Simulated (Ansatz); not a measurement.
Working through vertical and adiabatic energies of changing the electron count of CdK

Computed with Ansatz 0.2.0 through its Python package.

The script reads `cdk.xyz`:
```text
2

K     0.00000    0.00000    0.00000
Cd    0.00000    0.00000    3.34500
```

The cells in order, each with its output:

**Cell 1**
```python
import ansatz
import numpy as np

molecule = ansatz.Crystal.molecule_from_extxyz("cdk.xyz")
```

**Cell 2**
```python
job = (
    molecule.calculation()
    .basis(gaussian="def2-SVP")
    .functional("CAM-B3LYP")
    .spin("collinear", total=1)
)
symbols = [site.symbol for site in molecule.cartesian_sites]
start = np.array([site.position_ang for site in molecule.cartesian_sites], dtype=float)
rep = job.relax(force_tolerance=0.01).run().report
end = np.array(rep["positions_ang"])
```

**Cell 3**
```python
minimum = ansatz.Crystal.molecule()
for symbol, place in zip(symbols, end):
    minimum = minimum.atom(symbol, place.tolist())
ion = minimum.calculation().basis(gaussian="def2-SVP").functional("CAM-B3LYP").charge(1)
vertical = ion.run().report
settled = ion.relax(force_tolerance=0.01, max_steps=80).run().report
print(f"vertical ionisation energy   {vertical['free_energy_ev'] - rep['free_energy_ev']:.3f} eV")
print(f"adiabatic, no zero point     {settled['free_energy_ev'] - rep['free_energy_ev']:.3f} eV")
print(f"relaxation energy of the ion {vertical['free_energy_ev'] - settled['free_energy_ev']:.3f} eV")
ionised = np.array(settled["positions_ang"])
print("final positions (A) and the move of each atom")
for symbol, xyz, old in zip(symbols, ionised, end):
    print(f"{symbol:2s} {xyz[0]:10.5f} {xyz[1]:10.5f} {xyz[2]:10.5f}   {np.linalg.norm(xyz - old):7.4f}")
```
Output:
```text
vertical ionisation energy   4.253 eV
adiabatic, no zero point     4.225 eV
relaxation energy of the ion 0.028 eV
final positions (A) and the move of each atom
K    -0.00000    0.00000   -0.15828    0.2142
Cd    0.00000   -0.00000    3.50328    0.2142
```

Notes:
- These settings explore the input space; basis and method may be short of convergence.
- The energies are electronic: no zero-point or thermal terms, and the basis set is short of its limit. The product may relax into another structure. Each relaxation finds its nearest minimum, which needn't be the lowest.
- def2 sets replace the cores of elements past krypton by effective core potentials.
- The run takes the species as open-shell (spin multiplicity 2), which needn't be its ground state.
- Only the spin states typed were run; another state of an ion can lie lower, by up to an eV or two.
- The spin state was assumed, and another may lie lower.
- It ran for 30 s on 1 thread of Arm Neoverse V2, on a shared host, peak memory 0.24 GiB.
